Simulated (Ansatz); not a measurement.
# AlClF2 (SMILES [F][Al]([F])[Cl]): levels of theory compared

Aim: a comparison of 6 runs (CAM-B3LYP/STO-3G, PBE/STO-3G, UB3LYP/STO-3G, wB97M-V/STO-3G, CCSDT(Q)/STO-3G, CCSD(T)/STO-3G) of AlClF2. 

The results are computed with Ansatz 0.2.0.

53 further runs of the same task are left out: 4 that didn't finish, 49 set aside as unsound or not needed.

### 1 The system as given

AlClF2: 4 atoms, total charge 0, spin state singlet. As SMILES, `[F][Al]([F])[Cl]`. The Cl4–Al2 distance was set to 5.152 Å, away from the relaxed value. At this shape a bond of the SMILES string is far longer than usual.

Bond lengths: F1–Al2 1.631 Å, Al2–F3 1.631 Å. Angles: F1–Al2–F3 119.0°.

### 2 A single-point energy at CAM-B3LYP/STO-3G (run 1)

Contents of job.yaml:

```yaml
crystal:
  periodic: [false, false, false]
  atoms:
    - {symbol: F, position_ang: [3.111112, -0.828596, 2.787852]}
    - {symbol: Al, position_ang: [2.183192, -1.601106, 1.691782]}
    - {symbol: F, position_ang: [2.387402, -3.204176, 1.473552]}
    - {symbol: Cl, position_ang: [-1.339980, 0.982810, -1.038560]}
basis:
  gaussian:
    orbitals: STO-3G
hamiltonian:
  xc: {name: CAM-B3LYP}
accuracy: high
```

On the command line:

```sh
$ ansatz run job.yaml --threads 1 --pin off --max-ram 3480MiB --events-out events.jsonl --progress --plain --runs-dir runs
```

Output:

```text
Warning: RAYON_NUM_THREADS=1 ignored (pool sized by the plan → 1); use --threads N
Functional definition: CAM-B3LYP
  name "CAM-B3LYP"
  parameter alpha = 0.19
  parameter beta = 0.46
  parameter omega = 0.33/bohr
  parameter ac = 0.81
  exchange = (1 - alpha - beta)*b88_x + beta*b88_x_sr(omega) + alpha*exact_x + beta*exact_x_lr(omega)
  correlation = (1 - ac)*vwn5_c + ac*lyp_c
467 factors; integrals over basis functions are off by at most 2.8e-8 eV
187 factors; integrals over basis functions are off by at most 1.6e-9 eV
mean field evaluation 1: about -24247.4645 eV, gradient 3.0e1 eV
mean field evaluation 2: about -24134.5853 eV, gradient 3.3e1 eV
mean field evaluation 4: about -24251.3044 eV, gradient 5.3e0 eV
mean field evaluation 8: about -24251.3044 eV, gradient 5.3e0 eV
mean field evaluation 16: about -24253.1041 eV, gradient 2.3e-7 eV
mean field evaluation 32: about -24253.1034 eV, gradient 4.9e-2 eV
mean field -24253.10413070 eV, -891.2851374587 hartree, gradient 1.4e-8 eV, S^2 0.000000; 4 other end points of the search recorded, 0 dependent functions left out
reference -24253.10414612 eV, -891.2851380255 hartree; 24, 24 occupied and 4, 4 virtual orbitals, 467 factors
Total energy: -24253.10414612 eV, -891.2851380255 hartree
```

Wall time 2.8 s (1 thread of Arm Neoverse V2, shared host); peak memory 0.11 GiB.

### 3 The energy at PBE/STO-3G (run 2)

Contents of input.yaml:

```yaml
crystal:
  periodic: [false, false, false]
  atoms:
    - symbol: F
      position_ang: [3.111112, -0.828596, 2.787852]
    - symbol: Al
      position_ang: [2.183192, -1.601106, 1.691782]
    - symbol: F
      position_ang: [2.387402, -3.204176, 1.473552]
    - symbol: Cl
      position_ang: [-1.339980, 0.982810, -1.038560]
basis:
  gaussian:
    orbitals: STO-3G
hamiltonian:
  xc: pbe
accuracy: high
```

On the command line:

```sh
$ ansatz run input.yaml --threads 1 --pin off --max-ram 3480MiB --events-out events.jsonl --progress --plain --runs-dir runs
```

Output:

```text
Warning: RAYON_NUM_THREADS=1 ignored (pool sized by the plan → 1); use --threads N
Functional definition: PBE
  name "PBE"
  parameter kappa = 0.804
  parameter beta = 0.06672455060314922
  exchange = pbe_x(kappa = kappa, mu = beta*pi^2/3)
  correlation = pbe_c(beta = beta)
467 factors; integrals over basis functions are off by at most 2.8e-8 eV
mean field evaluation 1: about -24236.2918 eV, gradient 2.9e1 eV
mean field evaluation 2: about -23938.8025 eV, gradient 3.9e1 eV
mean field evaluation 4: about -24239.5799 eV, gradient 4.0e0 eV
mean field evaluation 8: about -24239.5798 eV, gradient 4.0e0 eV
mean field evaluation 16: about -24242.5780 eV, gradient 2.4e-2 eV
mean field evaluation 32: about -24242.5786 eV, gradient 3.7e-5 eV
mean field evaluation 64: about -24242.5785 eV, gradient 1.9e-3 eV
mean field -24242.57856599 eV, -890.8983300903 hartree, gradient 1.2e-8 eV, S^2 0.000000; 4 other end points of the search recorded, 0 dependent functions left out
reference -24242.57856802 eV, -890.8983301648 hartree; 24, 24 occupied and 4, 4 virtual orbitals, 467 factors
Total energy: -24242.57856802 eV, -890.8983301648 hartree
```

It took 7.8 s on 1 thread of Arm Neoverse V2, shared host; peak memory 0.1 GiB.

Runs 3 to 5 aren't shown in full; the table further down has their settings and results.

### 4 A single-point energy at CCSD(T)/STO-3G (run 6)

Contents of molecule.yaml:

```yaml
crystal:
  periodic: [false, false, false]
  atoms:
    - {symbol: F, position_ang: [3.111112, -0.828596, 2.787852]}
    - {symbol: Al, position_ang: [2.183192, -1.601106, 1.691782]}
    - {symbol: F, position_ang: [2.387402, -3.204176, 1.473552]}
    - {symbol: Cl, position_ang: [-1.339980, 0.982810, -1.038560]}
basis:
  gaussian:
    orbitals: STO-3G
correlation:
  method: ccsd_t
  frozen_orbitals: {Al: 5, Cl: 5, F: 1}
accuracy: high
scf:
  omitted_lower_state_checks: [cluster_reference, increment]
```

On the command line:

```sh
$ ansatz run molecule.yaml --threads 1 --pin off --max-ram 3480MiB --events-out events.jsonl --progress --plain --runs-dir runs
```

Output:

```text
Warning: RAYON_NUM_THREADS=1 ignored (pool sized by the plan → 1); use --threads N
[... 14 lines left out ...]
12 core orbitals not correlated: weight in the atoms' cores, before any rotation towards them, 1.000 or more for the frozen orbitals, at most 0.000 for the correlated occupied ones
[... 77 lines left out ...]
WARN: these amplitudes may be one of several solutions (largest doubles amplitude 1.63, level shift 4.93 eV)
Total energy: -24211.42451342 eV, -889.7534397752 hartree
Checks for a lower state left out: cluster_reference, increment
```

Run time: 0.5 s. Hardware: 1 thread of Arm Neoverse V2, shared host.

### 5 Overview of the runs

```tsv
run	level	frozen core orbitals	energy (Eh)	wall time
1	CAM-B3LYP/STO-3G	–	-891.285138	2.8 s
2	PBE/STO-3G	–	-890.898330	7.8 s
3	UB3LYP/STO-3G	–	-891.424852	15 s
4	wB97M-V/STO-3G	–	-891.465025	47 s
5	CCSDT(Q)/STO-3G	12	-889.711883	1.8 s
6	CCSD(T)/STO-3G	12	-889.753440	0.5 s
```

### 6 Summary of results

```
                                           quantity          value
                                run 6: total energy  -889.75344 Eh
run 6: correlation energy (12 core orbitals frozen)     -210.4 mEh
                              run 6: (T) correction     -59.08 mEh
                               run 6: T1 diagnostic          0.179
```

What this shows: Totals of different functionals can't be ranked against each other. In run 6 the T1 diagnostic is large, so a single reference may not serve. In runs 5, 6 the log says that unrestricted orbitals would lower the reference, so the values rest on an unstable closed-shell determinant (other closed-shell runs at this shape may share the fault). In runs 1, 2, 3, 4, 5, 6 the basis is minimal, so the values are rough. Spin contamination of the reference: run 3 ⟨S²⟩ = 0.66. Where it is this large, the reference is a mixture of spin states, and values that rest on it are in doubt. All runs together took 75 s, the longest 47 s.
